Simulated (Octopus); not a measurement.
# A workflow on AlBrF (SMILES [F][Al][Br]), part 2 of 3

Octopus 16.4. The steps go on from the part before.

## Step 3: The singlet cation: energy and forces at PZ81 LDA (scalar, in the pseudopotentials, pseudodojo_pbesol potentials, box margin 4.5 angstrom, extra states 0, grid spacing 0.195 angstrom, mix field default) (run 2)

On the command line:

```console
$ OMP_NUM_THREADS=1 octopus > gs.log
```

Log:

```text
Version                : 16.4
************************** Calculation Mode **************************
Input: [CalculationMode = gs]
Input: [SpinComponents = unpolarized]
******************************* Space ********************************
Octopus will run in 3 dimension(s).
Octopus will treat the system as periodic in 0 dimension(s).
Input: [AllElectronType = no]
Input: [PseudopotentialSet = pseudodojo_pbesol]
Reading Coordinates from Coordinates block
****************************** Species *******************************
  Species 'F'
    type             : pseudopotential
    file format      : UPF2
    valence charge   : 7.0
    atomic number    :   9
    form on file     : kleinman-bylander
    lmax             : 2
    llocal           : -1
    projectors per l : 2
    total projectors : 6
    application form : kleinman-bylander
    orbitals         :  4
    bound orbitals   :  4
  Species 'Al'
    type             : pseudopotential
    file format      : UPF2
    valence charge   : 3.0
    atomic number    :  13
    form on file     : kleinman-bylander
    lmax             : 2
    llocal           : -1
    projectors per l : 2
    total projectors : 6
    application form : kleinman-bylander
    orbitals         :  4
    bound orbitals   :  4
  Species 'Br'
    type             : pseudopotential
    file format      : UPF2
    valence charge   : 7.0
    atomic number    :  35
    form on file     : kleinman-bylander
    lmax             : 2
    llocal           : -1
    projectors per l : 2
    total projectors : 6
    application form : kleinman-bylander
    orbitals         :  4
    bound orbitals   :  4
***************************** Symmetries *****************************
Symmetry elements : (sigma)
Symmetry group    : Cs
Input: [CurvMethod = curv_affine]
Input: [DerivativesStencil = stencil_star]
Input: [SmearingFunction = semiconducting]
Input: [SymmetrizeDensity = no]
******************************* States *******************************
Total electronic charge  =       16.000
Number of states         =        8
States block-size        =        4
************************** Parallelization ***************************
Info: Octopus will run in *serial*
******************************** Grid ********************************
Simulation Box:
  Type = minimum
  Radius  [A] =   4.500
Main mesh:
  Spacing [A] = ( 0.195, 0.195, 0.195)    volume/point [A^3] =      0.00741
  # inner mesh =      83813
  # total mesh =     120530
  Grid Cutoff [eV] =   988.902370    Grid Cutoff [Ry] =    72.682990
Input: [StatesPack = yes]
** Warning:
**   The XCFunctional that you selected does not match the one used
**   to generate the pseudopotentials.
Input: [StatesOrthogonalization = cholesky_serial]
**************************** Theory Level ****************************
Input: [TheoryLevel = kohn_sham]
Exchange-correlation:
  Exchange
    Slater exchange (LDA)
  Correlation
    Perdew & Zunger (Modified) (LDA)
****************************** Hartree *******************************
Input: [DressedOrbitals = no]
The chosen Poisson solver is 'interpolating scaling functions'
Input: [FilterPotentials = filter_TS]
Info: Pseudopotential for F
  Radii for localized parts:
    local part     =  1.2 A
    non-local part =  1.3 A
    orbitals       =  3.5 A
Info: Pseudopotential for Al
  Radii for localized parts:
    local part     =  1.4 A
    non-local part =  1.4 A
    orbitals       =  6.8 A
Info: Pseudopotential for Br
  Radii for localized parts:
    local part     =  1.1 A
    non-local part =  1.5 A
    orbitals       =  4.5 A
Input: [RelativisticCorrection = non_relativistic]
Input: [DFTULevel = dft_u_none]
Input: [MagneticConstrain = 0]
****************** Approximate memory requirements *******************
Mesh
  global  :       0.9 MiB
  local   :       3.7 MiB
  total   :       4.6 MiB
States
  real    :       7.4 MiB (par_kpoints + par_states + par_domains)
  complex :      14.7 MiB (par_kpoints + par_states + par_domains)
Info: Generating external potential
      done.
Input: [InteractionTiming = timing_exact]
Info: Octopus initialization completed.
Info: Starting calculation mode.
Info: Allocating ground state wave-functions
      Block       1 contains       4 states:       1 -       4
      Block       2 contains       4 states:       5 -       8
Info: Ground-state allocation done.
**************************** Eigensolver *****************************
Input: [Eigensolver = cg]
Input: [Preconditioner = pre_filter]
Input: [PreconditionerFilterFactor = 0.5000]
Input: [SubspaceDiagonalization = standard]
Input: [MixField = potential] (what to mix during SCF cycles)
Input: [MixingScheme = broyden]
Info: Mixing uses    4 steps and restarts after   20 steps.
Input: [LCAOStart = lcao_states]
Input: [LCAOScaleFactor = 1.000]
Input: [LCAOMaximumOrbitalRadius = 10.58 A]
Info: Double-precision storage for     4 extra orbitals will be allocated.
Info: Unnormalized total charge =     16.995219
Info: Renormalized total charge =     16.000000
Info: Setting up Hamiltonian.
Info: Performing initial LCAO calculation with     12 orbitals.
Info: Getting Hamiltonian matrix elements.
Eigenvalues [eV]
 #st  Spin   Eigenvalue      Occupation
   1   --   -45.101771       2.000000
   2   --   -29.288347       2.000000
   3   --   -26.694662       2.000000
   4   --   -25.627289       2.000000
   5   --   -25.607027       2.000000
   6   --   -17.789083       2.000000
   7   --   -16.043523       2.000000
   8   --   -16.028674       2.000000
Info: Ground-state restart information will be written to 'restart/gs'.
Info: SCF using real wavefunctions.
Info: Starting SCF iteration.
*********************** SCF CYCLE ITER #    1 ************************
 etot  = -1.35557483E+03 abs_ev   =  4.60E+00 rel_ev   =  1.12E-02
 ediff =        4.98E+01 abs_dens =  4.19E+00 rel_dens =  2.62E-01
Converged eigenvectors: 0
#  State  Eigenvalue [eV]  Occupation    Error
      1      -45.196212    2.000000   ( 1.6E-02)
      2      -29.388464    2.000000   ( 2.2E-02)
      3      -27.150824    2.000000   ( 4.4E-02)
      4      -26.011703    2.000000   ( 4.2E-02)
      5      -25.969944    2.000000   ( 4.2E-02)
      6      -18.243399    2.000000   ( 5.2E-02)
      7      -16.266991    2.000000   ( 3.1E-02)
      8      -16.251598    2.000000   ( 3.0E-02)
                                                                     ^
*********************** SCF CYCLE ITER #    2 ************************
 etot  = -1.23795148E+03 abs_ev   =  6.24E+01 rel_ev   =  1.80E-01
 ediff =        4.32E+00 abs_dens =  1.47E+00 rel_dens =  9.19E-02
Converged eigenvectors: 0
#  State  Eigenvalue [eV]  Occupation    Error
      1      -38.575277    2.000000   ( 2.9E-02)
      2      -27.602926    2.000000   ( 1.3E-02)
      3      -21.055457    2.000000   ( 5.2E-02)
      4      -19.707422    2.000000   ( 4.7E-02)
      5      -19.673540    2.000000   ( 4.7E-02)
      6      -17.087666    2.000000   ( 1.6E-02)
      7      -14.798722    2.000000   ( 1.4E-02)
      8      -14.763614    2.000000   ( 1.3E-02)
                                                                     ^
[eigenvalue tables of the cycles between left out]
*********************** SCF CYCLE ITER #    3 ************************
 etot  = -1.11490321E+03 abs_ev   =  4.58E+01 rel_ev   =  1.52E-01
 ediff =        4.52E+00 abs_dens =  1.61E+00 rel_dens =  1.01E-01
*********************** SCF CYCLE ITER #    4 ************************
 etot  = -1.16317676E+03 abs_ev   =  1.60E+01 rel_ev   =  5.05E-02
 ediff =        1.77E+00 abs_dens =  6.37E-01 rel_dens =  3.98E-02
*********************** SCF CYCLE ITER #    5 ************************
 etot  = -1.16619766E+03 abs_ev   =  7.89E-01 rel_ev   =  2.50E-03
 ediff =        1.11E-01 abs_dens =  1.50E-01 rel_dens =  9.36E-03
*********************** SCF CYCLE ITER #    6 ************************
 etot  = -1.14404246E+03 abs_ev   =  8.24E+00 rel_ev   =  2.68E-02
 ediff =        8.14E-01 abs_dens =  2.58E-01 rel_dens =  1.62E-02
*********************** SCF CYCLE ITER #    7 ************************
 etot  = -1.15163020E+03 abs_ev   =  2.75E+00 rel_ev   =  8.85E-03
 ediff =        2.79E-01 abs_dens =  1.02E-01 rel_dens =  6.40E-03
*********************** SCF CYCLE ITER #    8 ************************
 etot  = -1.15175326E+03 abs_ev   =  6.51E-02 rel_ev   =  2.10E-04
 ediff =        4.52E-03 abs_dens =  6.17E-03 rel_dens =  3.85E-04
*********************** SCF CYCLE ITER #    9 ************************
 etot  = -1.15139183E+03 abs_ev   =  1.60E-01 rel_ev   =  5.15E-04
 ediff =        1.33E-02 abs_dens =  5.66E-03 rel_dens =  3.53E-04
*********************** SCF CYCLE ITER #   10 ************************
 etot  = -1.15146778E+03 abs_ev   =  5.92E-02 rel_ev   =  1.91E-04
 ediff =        2.79E-03 abs_dens =  1.17E-03 rel_dens =  7.31E-05
*********************** SCF CYCLE ITER #   11 ************************
 etot  = -1.15149426E+03 abs_ev   =  2.48E-02 rel_ev   =  7.99E-05
 ediff =        9.73E-04 abs_dens =  6.18E-04 rel_dens =  3.86E-05
*********************** SCF CYCLE ITER #   12 ************************
 etot  = -1.15148612E+03 abs_ev   =  4.58E-03 rel_ev   =  1.48E-05
 ediff =        2.99E-04 abs_dens =  1.86E-04 rel_dens =  1.16E-05
*********************** SCF CYCLE ITER #   13 ************************
 etot  = -1.15148865E+03 abs_ev   =  4.34E-04 rel_ev   =  1.40E-06
 ediff =        9.30E-05 abs_dens =  2.03E-04 rel_dens =  1.27E-05
*********************** SCF CYCLE ITER #   14 ************************
 etot  = -1.15148740E+03 abs_ev   =  1.35E-04 rel_ev   =  4.36E-07
 ediff =        4.57E-05 abs_dens =  6.12E-05 rel_dens =  3.82E-06
*********************** SCF CYCLE ITER #   15 ************************
 etot  = -1.15148901E+03 abs_ev   =  7.79E-04 rel_ev   =  2.51E-06
 ediff =        5.90E-05 abs_dens =  6.53E-05 rel_dens =  4.08E-06
*********************** SCF CYCLE ITER #   16 ************************
 etot  = -1.15148837E+03 abs_ev   =  4.86E-04 rel_ev   =  1.57E-06
 ediff =        2.34E-05 abs_dens =  2.55E-05 rel_dens =  1.60E-06
*********************** SCF CYCLE ITER #   17 ************************
 etot  = -1.15148814E+03 abs_ev   =  1.63E-04 rel_ev   =  5.25E-07
 ediff =        8.45E-06 abs_dens =  9.48E-06 rel_dens =  5.93E-07
Converged eigenvectors: 0
#  State  Eigenvalue [eV]  Occupation    Error
      1      -34.810536    2.000000   ( 2.0E-06)
      2      -26.425589    2.000000   ( 1.9E-07)
      3      -17.891644    2.000000   ( 2.0E-07)
      4      -16.344903    2.000000   ( 1.8E-07)
      5      -16.244770    2.000000   ( 5.4E-07)
      6      -15.920742    2.000000   ( 1.7E-07)
      7      -13.796148    2.000000   ( 2.2E-07)
      8      -13.708122    2.000000   ( 1.9E-07)
                                                                     ^
*********************** SCF CYCLE ITER #   18 ************************
 etot  = -1.15148832E+03 abs_ev   =  2.43E-05 rel_ev   =  7.82E-08
 ediff =        6.42E-06 abs_dens =  1.14E-05 rel_dens =  7.12E-07
Converged eigenvectors: 0
#  State  Eigenvalue [eV]  Occupation    Error
      1      -34.810533    2.000000   ( 1.6E-06)
      2      -26.425601    2.000000   ( 2.2E-07)
      3      -17.891635    2.000000   ( 1.5E-07)
      4      -16.344901    2.000000   ( 3.1E-07)
      5      -16.244765    2.000000   ( 3.9E-07)
      6      -15.920742    2.000000   ( 2.9E-07)
      7      -13.796157    2.000000   ( 1.8E-07)
      8      -13.708131    2.000000   ( 1.5E-07)
                                                                     ^
Info: SCF converged in   18 iterations
** Warning:
**   Some of the states are not fully converged!
Info: Number of matrix-vector products:       1825
Octopus emitted 2 warnings.
```

Wall time 12 s (1 thread of Intel Xeon Platinum 8488C (Sapphire Rapids), shared host); peak memory 0.098 GiB.

Runs 3 to 5 aren't shown in full; the table further down has their settings and results.

(Continued in part 3 of 3.)
